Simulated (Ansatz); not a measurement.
# KLi (Lithium Potassium) at MP2/def2-TZVP

What is the electronic atomisation energy of KLi (Lithium Potassium) at MP2/def2-TZVP? 

Program for the calculation: Ansatz 0.2.0.

38 further runs of the same task are left out: 38 set aside as unsound or not needed.

### 1 The structure to begin with

The species is KLi (2 atoms), meant as a singlet with charge 0. As SMILES, `[Li][K]`. The bond length is the measured one.

Bond lengths: Li1–K2 3.270 Å.

### 2 A single-point energy at MP2/def2-TZVP

File molecule.yaml:

```yaml
basis:
  gaussian:
    orbitals: def2-TZVP
crystal:
  periodic: [false, false, false]
  atoms:
    - {symbol: Li, position_ang: [0.000000, 0.000000, 0.000000]}
    - {symbol: K, position_ang: [0.000000, 0.000000, 3.270000]}
accuracy: high
correlation:
  method: mp2
  frozen_orbitals: {K: 5, Li: 0}
```

On the command line:

```sh
$ ansatz run molecule.yaml --threads 1 --pin off --max-ram 3480MiB --events-out events.jsonl --progress --plain --runs-dir runs
```

Output:

```text
Warning: RAYON_NUM_THREADS=1 ignored (pool sized by the plan → 1); use --threads N
Functional definition: HF
  name "HF"
  exchange = exact_x
  correlation = 0
820 factors; integrals over basis functions are off by at most 4.0e-9 eV
mean field evaluation 1: about -16505.9424 eV, gradient 3.1e0 eV
mean field evaluation 2: about -16505.9428 eV, gradient 3.1e0 eV
mean field evaluation 4: about -16506.0036 eV, gradient 4.2e-1 eV
mean field evaluation 8: about -16506.0053 eV, gradient 3.1e-4 eV
mean field evaluation 16: about -16500.0548 eV, gradient 6.1e0 eV
mean field -16506.00531035 eV, -606.5845069830 hartree, gradient 7.3e-9 eV, S^2 0.000000; 1 other end points of the search recorded, 0 dependent functions left out; unrestricted orbitals would lower it
5 core orbitals not correlated: weight in the atoms' cores, before any rotation towards them, 1.000 or more for the frozen orbitals, at most 0.000 for the correlated occupied ones
reference -16506.00531035 eV, -606.5845069830 hartree; 6, 6 occupied and 36, 36 virtual orbitals, 820 factors
second order -5.61838128 eV of doubles, -0.00000000 eV of singles
Total energy: -16511.62369163 eV, -606.7909786868 hartree
```

It took 1 s on 1 thread of Intel Xeon Platinum 8488C (Sapphire Rapids), shared host; peak memory 0.1 GiB.

### 3 The K atom, same level

File run.yaml:

```yaml
crystal:
  periodic: [false, false, false]
  atoms:
    - {symbol: K, position_ang: [0.000000, 0.000000, 0.000000]}
basis:
  gaussian: {orbitals: def2-TZVP}
magnetization: {spin_polarized: true, initial_magnetization: 1}
correlation: {method: mp2, frozen_orbitals: {K: 5}}
accuracy: high
```

Run the same way, it converges to -599.31237 Eh (log not shown).

### 4 The Li atom at the same level

File run.yaml:

```yaml
crystal:
  periodic: [false, false, false]
  atoms:
    - {symbol: Li, position_ang: [0.000000, 0.000000, 0.000000]}
basis:
  gaussian:
    orbitals: def2-TZVP
magnetization:
  spin_polarized: true
  initial_magnetization: 1
correlation:
  method: mp2
  frozen_orbitals: {Li: 0}
accuracy: high
```

Run the same way, it converges to -7.46359 Eh (log not shown).

### 5 What came out

Level: MP2/def2-TZVP, 5 core orbitals frozen.

```
                                             quantity          value
                               molecule: total energy  -606.79098 Eh
molecule: correlation energy (5 core orbitals frozen)     -206.5 mEh
                                 K atom: total energy  -599.31237 Eh
  K atom: correlation energy (5 core orbitals frozen)     -159.0 mEh
            K atom: ⟨S²⟩ of the reference determinant          0.750
                                Li atom: total energy    -7.46359 Eh
                          Li atom: correlation energy      -30.9 mEh
           Li atom: ⟨S²⟩ of the reference determinant          0.750
                        electronic atomisation energy       0.409 eV
```

In words: Taking the molecule apart into free atoms costs 0.41 eV (39.4 kJ/mol), before zero-point energy and without spin-orbit coupling. The restricted solution (molecule) is unstable to spin breaking: an unrestricted one lies lower.
